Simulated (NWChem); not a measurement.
**C3H7FSn (SMILES [F][SnH]1[CH2]C[CH2]1) at 3 levels**

We compute a comparison of 3 runs (HF/STO-3G, HF/3-21G, MP2/def2-SVP) of C3H7FSn. 

The results are computed with NWChem 7.3.0.

## (1) The structure to begin with

C3H7FSn: 12 atoms, total charge 0, spin state singlet. As SMILES, `[F][SnH]1[CH2]C[CH2]1`. The coordinates come from a PBE0-D4/def2-TZVP relaxation.

Bond lengths: F1–Sn2 1.935 Å, Sn2–C3 2.156 Å, C3–C4 1.545 Å, Sn2–C5 2.156 Å, C4–C5 1.545 Å, Sn2–H6 1.707 Å, C3–H7 1.092 Å, C3–H8 1.089 Å, C4–H9 1.095 Å, C4–H10 1.094 Å, C5–H11 1.089 Å, C5–H12 1.092 Å. Some angles: F1–Sn2–C3 112.4°, F1–Sn2–C5 112.4°, C3–Sn2–C5 70.3°, Sn2–C3–C4 88.5°, C3–C4–C5 106.9°, Sn2–C5–C4 88.5°, F1–Sn2–H6 103.0°, C3–Sn2–H6 128.2°, C5–Sn2–H6 128.2°, Sn2–C3–H7 107.8°.

## (2) Energy and gradient at HF/STO-3G (run 1)

run.py reads:

```python
from ase import Atoms
from ase.calculators.nwchem import NWChem

molecule = Atoms(['F', 'Sn', 'C', 'C', 'C', 'H', 'H', 'H', 'H', 'H', 'H', 'H'], positions=[
    [-2.588100, -0.827800, 1.176900],
    [-1.174700, 0.436500, 0.793300],
    [0.783000, -0.461200, 0.901700],
    [1.017900, -0.030200, -0.563600],
    [-0.374300, 0.196800, -1.194700],
    [-1.724700, 1.866800, 1.545800],
    [0.650500, -1.540400, 1.005600],
    [1.528400, -0.125900, 1.620700],
    [1.618700, -0.755000, -1.122800],
    [1.573500, 0.911800, -0.574700],
    [-0.435700, 0.990700, -1.936900],
    [-0.797600, -0.717100, -1.617400],
])

calc = NWChem(
    label='c3h7fsn',
    theory='scf',
    memory='2200 mb',
    basis='STO-3G',
    basispar='spherical bse',
    scf={'nopen': '0', 'rhf': None, 'thresh': '1e-08', 'maxiter': '80', 'print': 'low'},
)
molecule.calc = calc

forces = molecule.get_forces()
print("Total energy (eV):", round(molecule.get_potential_energy(), 6))
print("forces (eV/A):")
for s, f in zip(molecule.symbols, forces):
    print(f"{s:2s} {f[0]:10.5f} {f[1]:10.5f} {f[2]:10.5f}")
```

On the command line:

```sh
$ export ASE_NWCHEM_COMMAND="nwchem PREFIX.nwi > PREFIX.nwo"
$ python run.py
```

Output:

```text
Total energy (eV): -168101.925043
forces (eV/A):
F     0.84440    0.65712   -0.26014
Sn   -0.60457   -0.31249    0.23587
C    -1.79751    0.48244    0.96293
C     1.45221   -0.46470   -0.94858
C    -1.65733    0.39898    1.22184
H     0.75997   -1.01548   -0.73816
H     0.39549    0.32283   -0.19762
H    -0.00329   -0.10876   -0.38711
H    -0.00375    0.20127    0.06556
H    -0.12192   -0.18270    0.01028
H     0.27660   -0.26570    0.11729
H     0.45976    0.28719   -0.08222
```

The calculator wrote c3h7fsn.nwi:

```
title "c3h7fsn"

permanent_dir c3h7fsn

scratch_dir c3h7fsn

start c3h7fsn

geometry units angstrom nocenter noautosym noautoz
  F  -2.5880999999999998e+00 -8.2779999999999998e-01 1.1769000000000001e+00
  Sn -1.1747000000000001e+00 4.3650000000000000e-01 7.9330000000000001e-01
  C  7.8300000000000003e-01 -4.6120000000000000e-01 9.0169999999999995e-01
  C  1.0179000000000000e+00 -3.0200000000000001e-02 -5.6359999999999999e-01
  C  -3.7430000000000002e-01 1.9680000000000000e-01 -1.1947000000000001e+00
  H  -1.7246999999999999e+00 1.8668000000000000e+00 1.5458000000000001e+00
  H  6.5049999999999997e-01 -1.5404000000000000e+00 1.0056000000000000e+00
  H  1.5284000000000000e+00 -1.2590000000000001e-01 1.6207000000000000e+00
  H  1.6187000000000000e+00 -7.5500000000000000e-01 -1.1228000000000000e+00
  H  1.5734999999999999e+00 9.1180000000000005e-01 -5.7469999999999999e-01
  H  -4.3569999999999998e-01 9.9070000000000003e-01 -1.9369000000000001e+00
  H  -7.9759999999999998e-01 -7.1709999999999996e-01 -1.6173999999999999e+00
end

memory 2200 mb

basis spherical bse noprint
   * library STO-3G
end

scf
  nopen 0
  rhf
  thresh 1e-08
  maxiter 80
  print low
end

task scf gradient
```

c3h7fsn.nwo:

```text
Northwest Computational Chemistry Package (NWChem) 7.3.0
             --------------------------------------------------------

           Job information
           ---------------

    nwchem branch   = 7.3.0
    use scalapack   = T
    input           = c3h7fsn.nwi
    prefix          = c3h7fsn.
    data base       = c3h7fsn/c3h7fsn.db
    status          = startup
    nproc           =        1

           Memory information
           ------------------

    heap     =     72089598 doubles =      550.0 Mbytes
    stack    =     72089595 doubles =      550.0 Mbytes
    global   =    144179200 doubles =     1100.0 Mbytes (distinct from heap & stack)
    total    =    288358393 doubles =     2200.0 Mbytes
    verify   = yes
    hardfail = no

           Directory information
           ---------------------

  0 permanent = c3h7fsn
  0 scratch   = c3h7fsn

                                NWChem Input Module
                                -------------------

                                      c3h7fsn
                                      -------

[... 26 lines left out ...]
            Nuclear Dipole moment (a.u.)
[... 65 lines left out ...]
                                      c3h7fsn

  ao basis        = "ao basis"
  functions       =    54
  atoms           =    12
  closed shells   =    42
  open shells     =     0
  charge          =   0.00
  wavefunction    = RHF
  input vectors   = atomic
  output vectors  = c3h7fsn/c3h7fsn.movecs
  use symmetry    = F
  symmetry adapt  = F

 Forming initial guess at       0.0s

 Starting SCF solution at       0.3s

       Final RHF  results
       ------------------

         Total SCF energy =  -6177.631852074478
      One-electron energy =  -9549.439118203201
      Two-electron energy =   2867.264461667666
 Nuclear repulsion energy =    504.542804461057

        Time for solution =      8.4s

                              NWChem Gradients Module
                              -----------------------

                         RHF ENERGY GRADIENTS

    atom               coordinates                        gradient
                 x          y          z           x          y          z
   1 F      -4.890800  -1.564315   2.224019   -0.016421  -0.012779   0.005059
   2 Sn     -2.219861   0.824865   1.499120    0.011757   0.006077  -0.004587
   3 C       1.479655  -0.871542   1.703966    0.034956  -0.009382  -0.018726
[... 8 lines of this table left out ...]
  12 H      -1.507245  -1.355123  -3.056443   -0.008941  -0.005585   0.001599

 Task  times  cpu:       10.7s     wall:       10.7s
 Total times  cpu:       10.7s     wall:       10.7s
```

Run time: 12 s. Hardware: 1 thread of AMD EPYC 9R45 (Zen 5), shared host; peak memory 0.1 GiB.

## (3) Energy and gradient at HF/3-21G (run 2)

job.xyz reads:

```xyz
12

F     -2.588100    -0.827800     1.176900
Sn    -1.174700     0.436500     0.793300
C      0.783000    -0.461200     0.901700
C      1.017900    -0.030200    -0.563600
C     -0.374300     0.196800    -1.194700
H     -1.724700     1.866800     1.545800
H      0.650500    -1.540400     1.005600
H      1.528400    -0.125900     1.620700
H      1.618700    -0.755000    -1.122800
H      1.573500     0.911800    -0.574700
H     -0.435700     0.990700    -1.936900
H     -0.797600    -0.717100    -1.617400
```

run.py reads:

```python
from ase.io import read
from ase.calculators.nwchem import NWChem

system = read('job.xyz')

calc = NWChem(
    label='job',
    theory='scf',
    memory='2200 mb',
    basis='3-21G',
    basispar='spherical bse',
    scf={'nopen': '0', 'rhf': None, 'thresh': '1e-08', 'maxiter': '80', 'print': 'low'},
)
system.calc = calc

forces = system.get_forces()
e = system.get_potential_energy()
print(f"E = {e:.6f} eV")
print("forces (eV/A):")
for s, f in zip(system.symbols, forces):
    print(f"{s:2s} {f[0]:10.5f} {f[1]:10.5f} {f[2]:10.5f}")
```

On the command line:

```sh
$ export ASE_NWCHEM_COMMAND="nwchem PREFIX.nwi > PREFIX.nwo"
$ python run.py
```

Output:

```text
E = -169043.135667 eV
forces (eV/A):
F     0.61804    0.60205   -0.15247
Sn   -0.94488   -0.95702    0.22147
C    -0.10598   -0.20019    1.13273
C     1.41678   -0.09935   -0.81422
C    -1.00237    0.30658   -0.48686
H    -0.04931    0.35481    0.13863
H     0.16702    0.23125   -0.13519
H    -0.11081   -0.13560   -0.30478
H    -0.21479    0.23397    0.19227
H    -0.17669   -0.23736    0.02335
H     0.14429   -0.27891    0.15514
H     0.25865    0.17977    0.02993
```

The calculator wrote job.nwi:

```
title "job"

permanent_dir job

scratch_dir job

start job

geometry units angstrom nocenter noautosym noautoz
  F  -2.5880999999999998e+00 -8.2779999999999998e-01 1.1769000000000001e+00
  Sn -1.1747000000000001e+00 4.3650000000000000e-01 7.9330000000000001e-01
  C  7.8300000000000003e-01 -4.6120000000000000e-01 9.0169999999999995e-01
  C  1.0179000000000000e+00 -3.0200000000000001e-02 -5.6359999999999999e-01
  C  -3.7430000000000002e-01 1.9680000000000000e-01 -1.1947000000000001e+00
  H  -1.7246999999999999e+00 1.8668000000000000e+00 1.5458000000000001e+00
  H  6.5049999999999997e-01 -1.5404000000000000e+00 1.0056000000000000e+00
  H  1.5284000000000000e+00 -1.2590000000000001e-01 1.6207000000000000e+00
  H  1.6187000000000000e+00 -7.5500000000000000e-01 -1.1228000000000000e+00
  H  1.5734999999999999e+00 9.1180000000000005e-01 -5.7469999999999999e-01
  H  -4.3569999999999998e-01 9.9070000000000003e-01 -1.9369000000000001e+00
  H  -7.9759999999999998e-01 -7.1709999999999996e-01 -1.6173999999999999e+00
end

memory 2200 mb

basis spherical bse noprint
   * library 3-21G
end

scf
  nopen 0
  rhf
  thresh 1e-08
  maxiter 80
  print low
end

task scf gradient
```

job.nwo:

```text
Northwest Computational Chemistry Package (NWChem) 7.3.0
             --------------------------------------------------------

           Job information
           ---------------

    nwchem branch   = 7.3.0
    use scalapack   = T
    input           = job.nwi
    prefix          = job.
    data base       = job/job.db
    status          = startup
    nproc           =        1

           Memory information
           ------------------

    heap     =     72089598 doubles =      550.0 Mbytes
    stack    =     72089595 doubles =      550.0 Mbytes
    global   =    144179200 doubles =     1100.0 Mbytes (distinct from heap & stack)
    total    =    288358393 doubles =     2200.0 Mbytes
    verify   = yes
    hardfail = no

           Directory information
           ---------------------

  0 permanent = job
  0 scratch   = job

                                NWChem Input Module
                                -------------------

                                        job
                                        ---

[... 26 lines left out ...]
            Nuclear Dipole moment (a.u.)
[... 65 lines left out ...]
                                        job

  ao basis        = "ao basis"
  functions       =    81
  atoms           =    12
  closed shells   =    42
  open shells     =     0
  charge          =   0.00
  wavefunction    = RHF
  input vectors   = atomic
  output vectors  = job/job.movecs
  use symmetry    = F
  symmetry adapt  = F

 Forming initial guess at       0.0s

 Starting SCF solution at       0.3s

       Final RHF  results
       ------------------

         Total SCF energy =  -6212.220704798426
      One-electron energy =  -9575.286295978369
      Two-electron energy =   2858.522786718886
 Nuclear repulsion energy =    504.542804461057

        Time for solution =      9.5s

                              NWChem Gradients Module
                              -----------------------

                         RHF ENERGY GRADIENTS

    atom               coordinates                        gradient
                 x          y          z           x          y          z
   1 F      -4.890800  -1.564315   2.224019   -0.012019  -0.011708   0.002965
   2 Sn     -2.219861   0.824865   1.499120    0.018375   0.018611  -0.004307
   3 C       1.479655  -0.871542   1.703966    0.002061   0.003893  -0.022028
[... 8 lines of this table left out ...]
  12 H      -1.507245  -1.355123  -3.056443   -0.005030  -0.003496  -0.000582

 Task  times  cpu:       11.9s     wall:       11.9s
 Total times  cpu:       11.9s     wall:       11.9s
```

It took 13 s on 1 thread of AMD EPYC 9R45 (Zen 5), shared host; peak memory 0.1 GiB.

## (4) Energy and gradient at MP2/def2-SVP (core potential) (run 3)

run.nw reads:

```
start run
title "C3H7FSn"
memory stack 880 mb heap 220 mb global 1100 mb
charge 0

geometry units angstroms noautosym nocenter noautoz
 F       -2.588100      -0.827800       1.176900
 Sn      -1.174700       0.436500       0.793300
 C        0.783000      -0.461200       0.901700
 C        1.017900      -0.030200      -0.563600
 C       -0.374300       0.196800      -1.194700
 H       -1.724700       1.866800       1.545800
 H        0.650500      -1.540400       1.005600
 H        1.528400      -0.125900       1.620700
 H        1.618700      -0.755000      -1.122800
 H        1.573500       0.911800      -0.574700
 H       -0.435700       0.990700      -1.936900
 H       -0.797600      -0.717100      -1.617400
end

basis spherical bse
 F library def2-SVP
 Sn library def2-SVP
 C library def2-SVP
 H library def2-SVP
end

ecp bse
 Sn library def2-SVP
end

scf
 thresh 1e-08
 maxiter 80
 noprint "final vectors analysis"
end

mp2
 freeze core 8
 tight
end

task mp2 gradient
```

On the command line:

```sh
$ nwchem run.nw > run.out
```

Output:

```text
[...]
  functions       =   117
[...]
  wavefunction    = RHF
[...]
         Total SCF energy =   -430.271261169271
      One-electron energy =  -1231.724212347734
      Two-electron energy =    521.050364775251
 Nuclear repulsion energy =    280.402586403213
        Time for solution =     28.0s
[...]
          Total MP2 energy          -430.996159442372
[...]
                         mp2 ENERGY GRADIENTS
    atom               coordinates                        gradient
                 x          y          z           x          y          z
   1 F      -4.890800  -1.564315   2.224019    0.007083   0.006014  -0.002021
   2 Sn     -2.219861   0.824865   1.499120    0.002290  -0.008381  -0.003896
   3 C       1.479655  -0.871542   1.703966    0.001183  -0.002755   0.001278
   4 C       1.923552  -0.057070  -1.065050    0.000125   0.002595   0.000759
   5 C      -0.707324   0.371898  -2.257656   -0.000990  -0.001465  -0.002726
   6 H      -3.259210   3.527740   2.921138   -0.000978   0.000435   0.000675
   7 H       1.229267  -2.910934   1.900308    0.000570   0.006282  -0.000249
   8 H       2.888257  -0.237917   3.062679   -0.005376  -0.001606  -0.004217
   9 H       3.058899  -1.426743  -2.121784   -0.003339   0.003193   0.002842
  10 H       2.973484   1.723052  -1.086026   -0.002497  -0.005114  -0.000231
  11 H      -0.823354   1.872152  -3.660210   -0.000128  -0.004621   0.005325
[...]
```

It took 71 s on 1 thread of AMD EPYC 9R45 (Zen 5), shared host; peak memory 0.72 GiB.

## (5) Overview of the runs

```csv
run,level,module,core potential,energy (Eh),largest force (eV/Å),wall time
1,HF/STO-3G,scf,–,-6177.631852,2.097,12 s
2,HF/3-21G,scf,–,-6212.220705,1.637,13 s
3,MP2/def2-SVP (core potential),mp2,def2-SVP,-430.996159,0.490,71 s
```

## (6) What came out

| quantity | value |
| --- | --- |
| run 3: total energy | -430.99616 Eh |
| run 3: dipole moment (of the density that the program reports) | 2.76 D |
| run 3: correlation energy (8 core orbitals frozen) | -724.9 mEh |
| run 3: largest force on an atom | 0.490 eV/Å |

**Reading.** Some runs of one species differ in core potentials or relativity; totals across that change don't compare. In run 1 the basis is minimal, so the values are rough. In runs 1, 2 relativity is left out where basis or elements ask for it. All runs together took 96 s, the longest 71 s.
